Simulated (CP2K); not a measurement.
**C2H4SSi (SMILES C#CS[SiH3]): a first try and a second**

Aim: a single-point energy of C2H4SSi at GFN0-xTB.

The calculation is run with CP2K 2026.2.

6 further runs of the same task are left out: 2 that didn't finish, 4 set aside as unsound or not needed.

### Step 1. The structure to begin with

C2H4SSi has 8 atoms, charge 0, and is taken as a singlet. SMILES: `C#CS[SiH3]`. The shape is that of a GFN2-xTB optimisation.

Bond lengths: C1–C2 1.201 Å, C2–S3 1.688 Å, S3–Si4 2.157 Å, C1–H5 1.048 Å, Si4–H6 1.457 Å, Si4–H7 1.457 Å, Si4–H8 1.453 Å. Angles: C1–C2–S3 178.5°, C2–S3–Si4 98.1°, C2–C1–H5 179.7°, S3–Si4–H6 107.6°, S3–Si4–H7 107.7°, S3–Si4–H8 101.7°, H6–Si4–H7 111.5°, H6–Si4–H8 113.7°, H7–Si4–H8 113.7°.

### Step 2. Try one

The input, molecule.xyz:

```xyz
8

C      2.058880     1.132590     0.063020
C      1.379230     0.195790     0.381970
S      0.457030    -1.137660     0.853210
Si    -1.381460    -0.600270    -0.139750
H      2.655090     1.950160    -0.210970
H     -1.821050     0.677690     0.405730
H     -1.103350    -0.503610    -1.566850
H     -2.244370    -1.714700     0.213650
```

The input, gas.inp:

```
&GLOBAL
  PROJECT gas
  RUN_TYPE ENERGY
  PRINT_LEVEL MEDIUM
&END

&FORCE_EVAL
  METHOD Quickstep
  &DFT
    CHARGE 0
    MULTIPLICITY 1
    &QS
      METHOD GFN2
      EPS_DEFAULT 1.0E-10
      &XTB
        GFN_TYPE 0
        CHECK_ATOMIC_CHARGES F
      &END
    &END
    &POISSON
      PERIODIC NONE
      POISSON_SOLVER ANALYTIC
    &END
    &SCF
      SCF_GUESS ATOMIC
      EPS_SCF 1.0E-06
      MAX_SCF 150
      ADDED_MOS 8
      &DIAGONALIZATION
        ALGORITHM STANDARD
      &END
      &MIXING
        METHOD DIRECT_P_MIXING
        ALPHA 0.4
      &END
    &END
    &PRINT
      &MOMENTS
        PERIODIC F
        REFERENCE COM
        MAX_MOMENT 1
      &END
      &MO ON
        ENERGIES T
        OCCUPATION_NUMBERS T
        NDIGITS 6
        &EACH
          QS_SCF 0
        &END
        ADD_LAST NUMERIC
      &END
      &HIRSHFELD OFF
      &END
    &END
  &END
  &SUBSYS
    &CELL
      ABC [angstrom] 16.9 15.7 14.4
      PERIODIC NONE
    &END
    &TOPOLOGY
      COORD_FILE_NAME molecule.xyz
      COORD_FILE_FORMAT XYZ
      &CENTER_COORDINATES
      &END
    &END
  &END
&END
```

Launch:

```bash
$ OMP_NUM_THREADS=1 cp2k.psmp -i gas.inp > gas.out 2>&1
```

The program printed:

```text
*******************************************************************************
 *   ___                                                                       *
 *  /   \                                                                      *
 * [ABORT]                                                                     *
 *  \___/                   invalid value for enumeration:GFN2                 *
 *    |                                                                        *
 *  O/|                                                                        *
 * /| |                                                                        *
 * / \                                     input/input_enumeration_types.F:215 *
 *******************************************************************************

 ===== Routine Calling Stack =====

            6 val_create_parsing
            5 section_vals_parse
            4 section_vals_parse
            3 section_vals_parse
            2 section_vals_parse
            1 read_input

Program received signal SIGABRT: Process abort signal.

Backtrace for this error:
#0  0x5893256ff957 in ???
#1  0x589345fb4cac in __pthread_kill_implementation
#2  0x589345f5bfb7 in raise
#3  0x589345f45d37 in abort
#4  0x589325dd2d83 in ???
#5  0x589325dd4297 in ???
#6  0x589325dd4497 in ???
#7  0x589325f3226f in ???
#8  0x589325f4183b in ???
#9  0x589325f4367b in ???
#10  0x589325f438f7 in ???
#11  0x589325f438f7 in ???
#12  0x589325f438f7 in ???
#13  0x589325819807 in ???
#14  0x589326084e8b in ???
#15  0x589326089d0b in ???
#16  0x5893257a0db3 in ???
#17  0x58932579ef13 in ???
#18  0x589345f46573 in __libc_start_call_main
#19  0x589345f46657 in __libc_start_main_impl
#20  0x58932579f06f in ???
#21  0xffffffffffffffff in ???
```

Wall time 0.37 s (1 thread of Arm Neoverse N1, shared host); peak memory 0.13 GiB.

### Step 3. Reading the log

The program refused the input.

The log says `\___/                   invalid value for enumeration:GFN2`. What is wrong: the keyword for the method is given a word that it doesn't take.

### Step 4. Try two

molecule.xyz is that of step 2.

The input, qs.inp:

```
&GLOBAL
 PROJECT qs
 RUN_TYPE ENERGY
 PRINT_LEVEL MEDIUM
&END GLOBAL

&FORCE_EVAL
 METHOD Quickstep
 &DFT
  &QS
   METHOD XTB
   EPS_DEFAULT 1.0E-10
   &XTB
    GFN_TYPE 0
    CHECK_ATOMIC_CHARGES F
   &END XTB
  &END QS
  ! no periodic images
  &POISSON
   PERIODIC NONE
   POISSON_SOLVER ANALYTIC
  &END POISSON
  &SCF
   SCF_GUESS ATOMIC
   EPS_SCF 1.0E-06
   MAX_SCF 150
   ADDED_MOS 8
   &DIAGONALIZATION
    ALGORITHM STANDARD
   &END DIAGONALIZATION
   &MIXING
    METHOD DIRECT_P_MIXING
    ALPHA 0.4
   &END MIXING
  &END SCF
  ! extra output
  &PRINT
   &MOMENTS
    PERIODIC F
    REFERENCE COM
    MAX_MOMENT 1
   &END MOMENTS
   &MO ON
    ENERGIES T
    OCCUPATION_NUMBERS T
    NDIGITS 6
    &EACH
     QS_SCF 0
    &END EACH
    ADD_LAST NUMERIC
   &END MO
   &HIRSHFELD OFF
   &END HIRSHFELD
  &END PRINT
 &END DFT
 ! atoms, cell and kinds
 &SUBSYS
  &CELL
   ABC 16.9 15.7 14.4
   PERIODIC NONE
  &END CELL
  &TOPOLOGY
   COORD_FILE_NAME molecule.xyz
   COORD_FILE_FORMAT XYZ
   &CENTER_COORDINATES
   &END CENTER_COORDINATES
  &END TOPOLOGY
 &END SUBSYS
&END FORCE_EVAL
```

Launch:

```bash
$ OMP_NUM_THREADS=1 cp2k.psmp -i qs.inp > qs.out 2>&1
```

The program printed:

```text
CP2K| version string:                                       CP2K version 2026.2
[...]
 GLOBAL| Method name                                                        CP2K
[...]
 GLOBAL| Run type                                                         ENERGY
[...]
                             - Atoms:                                          8
[...]
                             - Spherical basis functions:                     34
[...]
 Number of electrons:                                                         22
[...]
 TB_DIPOLE| Moment [Debye]         -2.61087946      -0.53558160      -0.62708223
 TB_DIPOLE| Derivative [a.u.]       0.00000000       0.00000000       0.00000000
[...]
 ENERGY| Total FORCE_EVAL ( QS ) energy [hartree]            -11.526155732346588
[...]
```

Wall time 0.47 s (1 thread of Arm Neoverse N1, shared host); peak memory 0.14 GiB.

### Step 5. What came out

At GFN0-xTB:

```
                                 quantity         value
                             total energy  -11.52616 Eh
dipole moment (from atomic charges alone)        2.74 D
                              HOMO energy     -11.05 eV
                              LUMO energy      -6.88 eV
                            HOMO–LUMO gap       4.17 eV
                        dispersion energy  -6.43 kJ/mol
```

What this shows: The dipole comes from point charges on the atoms alone, without atomic dipoles, so it is partial.
